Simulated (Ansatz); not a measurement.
# CH5SeSi radical: how energies converge with the basis set

An exercise on one series of results from a longer session: the logs are not shown, and one member is left open.

Method: one geometry, several basis sets; program: Ansatz 0.2.0, Gaussian basis.

Levels to be run: PBE0-D4/def2-SVP; ωB97M-V/def2-SVP; PBE0-D4/def2-QZVPP; ωB97M-V/def2-QZVPP; the functionals' def2-TZVPP values are taken from earlier runs.

## The relaxed structure

All runs share one geometry, relaxed beforehand with PBE0-D4 in a triple-zeta def2 set.

SMILES `C[Se][SiH2]`, 8 atoms, charge 0, spin multiplicity 2.

Atoms are counted from 1 here; the program's logs count them from 0.

Bond lengths: C1–Se2 1.956 Å, C1–H4 1.088 Å, C1–H5 1.088 Å, C1–H6 1.088 Å, Se2–Si3 2.258 Å, Si3–H7 1.490 Å, Si3–H8 1.495 Å. Angles: Se2–C1–H4 110.1°, Se2–C1–H5 110.1°, Se2–C1–H6 106.4°, H4–C1–H5 110.7°, H4–C1–H6 109.7°, H5–C1–H6 109.7°, C1–Se2–Si3 97.6°, Se2–Si3–H7 106.0°, Se2–Si3–H8 110.3°, H7–Si3–H8 110.2°.

The first run:

in.yaml reads:

```yaml
crystal:
  periodic: [false, false, false]
  atoms:
    - {symbol: C, position_ang: [-0.874320, 1.028319, -0.368650]}
    - {symbol: Se, position_ang: [0.772801, 0.837703, 0.669857]}
    - {symbol: Si, position_ang: [1.261810, -1.282783, 0.065763]}
    - {symbol: H, position_ang: [-1.580265, 0.246760, -0.095664]}
    - {symbol: H, position_ang: [-0.651100, 0.990636, -1.432413]}
    - {symbol: H, position_ang: [-1.287707, 2.002463, -0.114013]}
    - {symbol: H, position_ang: [2.378775, -1.714412, 0.952345]}
    - {symbol: H, position_ang: [0.072108, -2.165786, 0.266973]}
basis:
  gaussian: {orbitals: def2-SVP}
magnetization: {spin_polarized: true, initial_magnetization: 1}
hamiltonian: {xc: pbe0, dispersion: d4}
output: {orbitals: {seedname: orbitals}}
```

Command:

```
$ ansatz run in.yaml --threads 4 --pin off --events-out ev --progress --plain --max-ram 10444MiB
```

Steps of the session up to this table: PBE0-D4 in def2-SVP; ωB97M-V in def2-SVP; PBE0-D4 in def2-QZVPP; ωB97M-V in def2-QZVPP.

One table of the session follows, with a row left open; its other results are not shown here.

It belongs to the step «Functionals by basis». 

```
functional       basis  HOMO (eV)  LUMO (eV)
   PBE0-D4    def2-SVP      -5.68      -2.48
   PBE0-D4  def2-TZVPP      -5.73      -2.51
   PBE0-D4  def2-QZVPP      -5.75      -2.53
   ωB97M-V    def2-SVP      -7.45      -0.83
   ωB97M-V  def2-TZVPP      -7.53      -0.95
   ωB97M-V  def2-QZVPP          ?          ?
```

Estimate the missing values for ωB97M-V, def2-QZVPP.

**Answer.** HOMO (eV): -7.55; LUMO (eV): -1.00. In the column «HOMO (eV)» it is the lowest.
